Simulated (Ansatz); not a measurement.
**AgGeH4 (charge +1): molecular dynamics**

Purpose: to follow the two partners and see whether they stay together, part or react. The start is relaxed first. Runs: 300 steps of 0.5 fs under a Nosé-Hoover thermostat at 300 K. SMILES of the start: [Ag+].[GeH4].

Method: RKS PBE0-D4/def2-SVP, in Ansatz 0.2.0.

### Step 1. The structure to begin with

Bond lengths: Ag1–Ge2 2.766 Å, Ge2–H3 1.491 Å, Ag1–H4 1.689 Å, Ge2–H5 1.488 Å, Ge2–H6 1.515 Å. Angles: Ag1–Ge2–H3 115.3°, Ag1–Ge2–H5 118.4°, Ag1–Ge2–H6 70.3°, H3–Ge2–H5 117.3°, H3–Ge2–H6 113.5°, H5–Ge2–H6 113.1°, Ge2–Ag1–H4 40.0°.

Coordinates:

```xyz
6

Ag    0.1055   -0.0915   -2.1952
Ge   -0.0311    0.1129    0.5596
H    -1.3561   -0.2175    1.1581
H     0.0749   -1.0769   -0.8240
H     1.1809   -0.2238    1.3553
H     0.0259    1.4968   -0.0539
```

### Step 2. Relaxing the start

input.yaml reads:

```yaml
crystal:
  periodic: [false, false, false]
  atoms:
    - { symbol: Ag, position_ang: [0.1055, -0.0915, -2.1952] }
    - { symbol: Ge, position_ang: [-0.0311, 0.1129, 0.5596] }
    - { symbol: H, position_ang: [-1.3561, -0.2175, 1.1581] }
    - { symbol: H, position_ang: [0.0749, -1.0769, -0.824] }
    - { symbol: H, position_ang: [1.1809, -0.2238, 1.3553] }
    - { symbol: H, position_ang: [0.0259, 1.4968, -0.0539] }
total_charge: 1
basis:
  gaussian: { orbitals: def2-SVP }
hamiltonian:
  xc: pbe0
  dispersion: d4
relax:
  f_tol: 0.02
  max_steps: 40
scf:
  lower_state_search: "off"
```

Launch:

```
> ansatz run input.yaml --threads 1 --pin off --max-ram 2048MiB --backend cpu --events-out ev --progress --plain --runs-dir out
```

The runs that follow: The run.

Before running it: what results should come out? Wanted: relaxation of the start; temperature, first and last step; temperature, second half; potential energy, second half; largest change of the conserved energy; bonds formed or broken; pieces by a distance rule, start and end.

The runs gave:

```
                                quantity                          value
                 relaxation of the start        5 moves, 0.179 eV lower
                                  length            300 steps of 0.5 fs
        temperature, first and last step                  300 and 177 K
                temperature, second half  mean 333 K, from 114 to 661 K
           potential energy, second half    +29 meV/atom from the start
  largest change of the conserved energy                  0.19 meV/atom
                  bonds formed or broken                              1
pieces by a distance rule, start and end                AgGeH4 → AgGeH4
```

In words: Against a set 300 K the second half averages 333 K with a spread of 144 K. The conserved energy strays from its start by at most 0.19 meV/atom, 0.7 % of the mean kinetic energy, which is good for a step of 0.5 fs. Bonds change: the first event comes at 139.0 fs (Ag1–H4 breaks). A run of 150 fs with 6 atoms shows the motion but fixes no equilibrium value. The nuclei move classically, without zero-point motion, which matters most for hydrogen.
